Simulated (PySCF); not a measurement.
# C3H7NS2Si: a tour of settings, part 2 of 2

PySCF 2.14.0. Atoms count from 0. The steps go on from the part before.

## 5. Shielding tensors: HF/def2-SVPD

What the job is given:

```
{"job": {"kind": "nmr", "xc": "HF", "basis": "def2-SVPD", "pop": true, "scf": {"conv": 0.01, "max_cycle": 65}}, "charge": 0, "multiplicity": 1}
C      3.508779     0.320892     0.200300
N      2.134880     0.357091     0.168448
Si     0.791970    -0.708278    -0.602896
S     -0.665811    -1.258970     1.164287
C     -2.298200    -0.503656     0.271492
C     -1.962512     0.949339    -0.459044
S     -0.566205     0.733588    -1.884290
H      4.094413     1.182912     0.783109
H      4.179369    -0.528385    -0.318264
H      1.085893    -2.006453    -1.492784
H     -3.119525    -0.366090     1.134233
H     -2.691277    -1.308496    -0.526398
H     -1.556330     1.748885     0.336624
H     -2.936188     1.387101    -1.004678
```

With the program's defaults for keys left out, this is: GIAO HF/def2-SVPD NMR shielding, non-relativistic, gas phase.

The log of the run:

```text
final grid: 117640 points
cycle   1  E = -1255.4165951507  dE = -4.668e-01  |g| = 6.743e-01  |ddm| = 4.174e+00
cycle   2  E = -1255.5376138269  dE = -1.210e-01  |g| = 4.453e-01  |ddm| = 1.683e+00
cycle   3  E = -1255.5902756975  dE = -5.266e-02  |g| = 8.331e-02  |ddm| = 6.965e-01
cycle   4  E = -1255.5936703014  dE = -3.395e-03  |g| = 4.061e-02  |ddm| = 2.081e-01
converged SCF energy = -1255.5936703014

GIAO shielding tensors (ppm)
atom      isotropic    diamagn.    paramagn.     s11        s22        s33       span
  0 C        4.064     250.818    -246.754   -151.028      8.416    154.804    305.832
  1 N     -254.848     317.941    -572.788   -688.221   -259.724    183.402    871.623
  2 Si     423.100     874.234    -451.133    386.303    437.383    445.615     59.312
  3 S      556.845    1056.469    -499.624    466.392    482.219    721.925    255.533
  4 C      126.580     246.260    -119.680     86.674    144.556    148.511     61.838
  5 C      127.282     249.075    -121.793     90.945    143.501    147.399     56.454
  6 S      544.649    1056.037    -511.388    431.645    521.565    680.738    249.093
  7 H       20.464      24.257      -3.792     18.272     19.389     23.732      5.460
  8 H       20.935      24.521      -3.586     16.985     18.786     27.034     10.048
  9 H       23.533      26.364      -2.831     20.378     20.688     29.533      9.155
 10 H       26.316      23.184       3.132     21.185     24.968     32.796     11.611
 11 H       26.103      24.758       1.345     21.764     24.585     31.960     10.196
 12 H       25.643      26.405      -0.762     21.362     23.844     31.724     10.362
 13 H       26.250      23.582       2.668     21.125     24.768     32.857     11.732
```

Run time: 14 s. Hardware: 1 thread of Arm Neoverse V1, shared host; peak memory 0.87 GiB.

A normal end doesn't make this result sound: all coordinates were scaled by 1.1; the SCF threshold of 0.01 Eh is far too loose. Its HOMO lies at -9.52 eV, against -6.88 eV in step 2 (PBE0/pcSseg-1), a different level, so the two don't compare directly.

## 6. Shielding tensors: HCTH407/pcSseg-1

What the job is given:

```
{"job": {"kind": "nmr", "xc": "HCTH407", "basis": "pcSseg-1", "pop": true, "scf": {"conv": 1e-06}}, "charge": 0, "multiplicity": 1}
C      3.189799     0.291720     0.182091
N      1.940800     0.324628     0.153135
Si     0.719973    -0.643889    -0.548087
S     -0.605283    -1.144518     1.058443
C     -2.089273    -0.457869     0.246811
C     -1.784102     0.863035    -0.417313
S     -0.514732     0.666898    -1.712991
H      3.722194     1.075375     0.711917
H      3.799426    -0.480350    -0.289331
H      0.987175    -1.824048    -1.357076
H     -2.835932    -0.332809     1.031121
H     -2.446615    -1.189542    -0.478544
H     -1.414845     1.589895     0.306022
H     -2.669262     1.261001    -0.913344
```

With the program's defaults for keys left out, this is: GIAO HCTH407/pcSseg-1 NMR shielding, non-relativistic, gas phase.

The log of the run:

```text
final grid: 117640 points
cycle   1  E = -1259.1664366819  dE =  7.513e-01  |g| = 5.491e-01  |ddm| = 3.672e+00
cycle   2  E = -1258.9294031175  dE =  2.370e-01  |g| = 1.115e+00  |ddm| = 2.100e+00
cycle   3  E = -1259.2336654183  dE = -3.043e-01  |g| = 2.448e-01  |ddm| = 1.567e+00
cycle   4  E = -1259.2477582769  dE = -1.409e-02  |g| = 5.496e-02  |ddm| = 2.526e-01
cycle   5  E = -1259.2483557083  dE = -5.974e-04  |g| = 2.971e-02  |ddm| = 1.086e-01
cycle   6  E = -1259.2486282916  dE = -2.726e-04  |g| = 7.155e-03  |ddm| = 4.802e-02
cycle   7  E = -1259.2486409167  dE = -1.263e-05  |g| = 2.584e-03  |ddm| = 9.904e-03
cycle   8  E = -1259.2486426634  dE = -1.747e-06  |g| = 5.552e-04  |ddm| = 3.085e-03
cycle   9  E = -1259.2486427475  dE = -8.412e-08  |g| = 1.201e-04  |ddm| = 8.303e-04
converged SCF energy = -1259.2486427475

GIAO shielding tensors (ppm)
atom      isotropic    diamagn.    paramagn.     s11        s22        s33       span
  0 C       19.384     249.967    -230.583    -64.185     -4.275    126.613    190.798
  1 N     -142.149     330.649    -472.798   -490.011   -165.285    228.850    718.861
  2 Si     338.358     881.481    -543.123    279.691    344.372    391.010    111.319
  3 S      572.850    1059.956    -487.106    466.407    501.862    750.282    283.875
  4 C      137.475     251.287    -113.811    100.545    149.556    162.325     61.780
  5 C      139.804     250.759    -110.955    109.630    149.009    160.773     51.143
  6 S      546.966    1059.398    -512.431    422.670    527.440    690.789    268.120
  7 H       23.138      28.219      -5.081     21.584     22.696     25.134      3.550
  8 H       22.875      27.681      -4.806     20.538     21.420     26.666      6.128
  9 H       25.241      28.497      -3.256     21.791     22.014     31.919     10.128
 10 H       28.312      29.703      -1.391     21.728     26.664     36.544     14.817
 11 H       28.712      30.491      -1.779     22.951     26.679     36.508     13.557
 12 H       28.507      31.442      -2.935     23.033     26.324     36.162     13.129
 13 H       28.462      29.282      -0.820     22.062     26.748     36.577     14.515
```

It took 28 s on 1 thread of Arm Neoverse V1, shared host; peak memory 0.77 GiB.

In short: δ C0 164.3, C4 45.0, N1 408.3, Si2 5.0, H8 8.80, H7 8.53 ppm (means over like atoms).

## 7. Comparing the runs: NMR shifts

Shifts (ppm) of some atoms, chosen among heavy atoms and hydrogens apart, means over like atoms, with basis size and wall time:

```
             run     C0    C4    H8   H10   H11     N1   Si2  functions  time
   PBE0/pcSseg-1  173.2  42.4  8.66  3.13  2.94  425.1  10.5        175  24 s
HCTH407/pcSseg-1  164.3  45.0  8.80  3.26  3.08  408.3   5.0        175  28 s
```

## 8. What came out

This closing draws on all 2 parts.

| quantity | value |
| --- | --- |
| 13C shifts against TMS (PBE0/pcSseg-1, means over atoms taken as alike) | 173.2, 42.4 ppm |
| 1H shifts against TMS (PBE0/pcSseg-1, means over atoms taken as alike) | 8.66, 8.59, 6.33, 3.13, 2.94 ppm |
| 15N shifts against NH3 (PBE0/pcSseg-1) | 425.1 ppm |
| 29Si shifts against TMS (PBE0/pcSseg-1) | 10.5 ppm |
| 33S shifts against CS2 (PBE0/pcSseg-1, means over atoms taken as alike) | -84 ppm |
| lowest singlet (PBE0/def2-SVPD) | 3.93 eV (315 nm), f = 0.000 |
| brightest single state of those computed | state 6, 5.85 eV, f = 0.030 |
| lowest triplet | 3.33 eV |
| largest coupling of the table (PBE0/6-311G**) | 1J(Si,H) Si2–H9, -223.4 Hz |
| range of the shift of N1 | 408.3 to 425.1 ppm |
| property runs in this session | 5, of which 0 failed and 1 gave unsound results |

In words: Single values in the summary come from the first run of each kind that ended normally (PBE0/pcSseg-1; PBE0/def2-SVPD; PBE0/6-311G**), which need not be the best level. At PBE0/pcSseg-1: The widest tensor belongs to N1: span 767 ppm, with a paramagnetic part of -488 ppm. The first singlet state (HOMO−2→LUMO 0.94) lies at 3.93 eV and is dark; of the 6 states computed, the strongest absorption comes from state 6 at 5.85 eV (the last computed, so partners may be missing). The lowest triplet lies 0.60 eV below the lowest singlet (triplets in Tamm-Dancoff, singlets in full TDDFT). Of the pairs tabulated at PBE0/6-311G**, Si2–H9 couples most strongly (-223.4 Hz; Fermi contact -224.0 Hz). Couplings across rotatable bonds belong to this one conformer; where others are populated, the observed values are averages. Among the atoms with a shift in every run: Across the 2 runs the shift of N1 moves most, between 408.3 (HCTH407/pcSseg-1) and 425.1 ppm (PBE0/pcSseg-1). Couplings from bases without tight functions are rough.
